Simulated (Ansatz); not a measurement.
# Si3B4: the cost of one run

Program: Ansatz 0.2.0. Level of theory: DFT PBE, scalar-relativistic, plane waves, PAW. These are calculated values, not measurements.

### Step 1. The structure to begin with

The structure is hexagonal, space group P6/mmm (No. 191). The conventional cell has a = 4.753 Å, b = 4.753 Å, c = 4.718 Å, α = 90.00°, β = 90.00°, γ = 120.00°. Si (site symmetry mmm) is surrounded by 4 Si at 2.38 Å and 8 B at 2.68 to 2.73 Å. B (site symmetry 6mm) has 2 B at 2.26 to 2.46 Å as nearest neighbours. B (site symmetry -6m2) has 6 Si at 2.73 Å and 9 B at 2.74 to 2.97 Å as nearest neighbours.

As a file:

```cif
data_structure
_symmetry_space_group_name_H-M 'P 1'
_symmetry_Int_Tables_number 1
_cell_length_a 4.7531
_cell_length_b 4.7531
_cell_length_c 4.7183
_cell_angle_alpha 90.000
_cell_angle_beta 90.000
_cell_angle_gamma 120.000
_cell_volume 92.31
loop_
_atom_site_label
_atom_site_type_symbol
_atom_site_fract_x
_atom_site_fract_y
_atom_site_fract_z
_atom_site_occupancy
Si1 Si 0.00000 0.50000 0.00000 1
Si2 Si 0.50000 0.00000 0.00000 1
Si3 Si 0.50000 0.50000 0.00000 1
B1 B 0.00000 0.00000 0.26033 1
B2 B 0.00000 0.00000 0.73967 1
B3 B 0.33333 0.66667 0.50000 1
B4 B 0.66667 0.33333 0.50000 1
```

Recipe of the guess: species swapped into a database cell of Zr4Al3 (P6/mmm, No. 191), with B on the Zr sites and Si on the Al sites. The dimensions are guesses.

### Step 2. Probe: one point on a coarse mesh

Contents of input.yaml:

```yaml
crystal:
  lattice:
    - [4.75306585, 0.0, 0.0]
    - [-2.37653293, 4.11627577, 0.0]
    - [0.0, 0.0, 4.71832372]
  atoms:
    - { symbol: Si, position: [0.0, 0.5, 0.0] }
    - { symbol: Si, position: [0.5, 0.0, 0.0] }
    - { symbol: Si, position: [0.5, 0.5, 0.0] }
    - { symbol: B, position: [0.0, 0.0, 0.26033482] }
    - { symbol: B, position: [0.0, 0.0, 0.73966518] }
    - { symbol: B, position: [0.33333333, 0.66666667, 0.5] }
    - { symbol: B, position: [0.66666667, 0.33333333, 0.5] }
basis:
  ecutwfc: 420
kpoints:
  mp_grid: { grid: [6, 6, 4] }
hamiltonian:
  xc: pbe
scf:
  occupations: { method: gaussian, width: 0.1 }
  lower_state_search: "off"
output:
  forces: true
  stress: true
  eigenvalues: true
```

The run is started by

```
> ansatz run input.yaml --threads 1 --pin off --max-ram 2048MiB --backend cpu --events-out ev --progress --plain --runs-dir out
```

**Question.** How long does this run take on 1 thread of Intel Xeon 6975P-C (Granite Rapids), shared host, and how much memory does it need?

About 1.3 s, with a peak of 0.39 GiB.
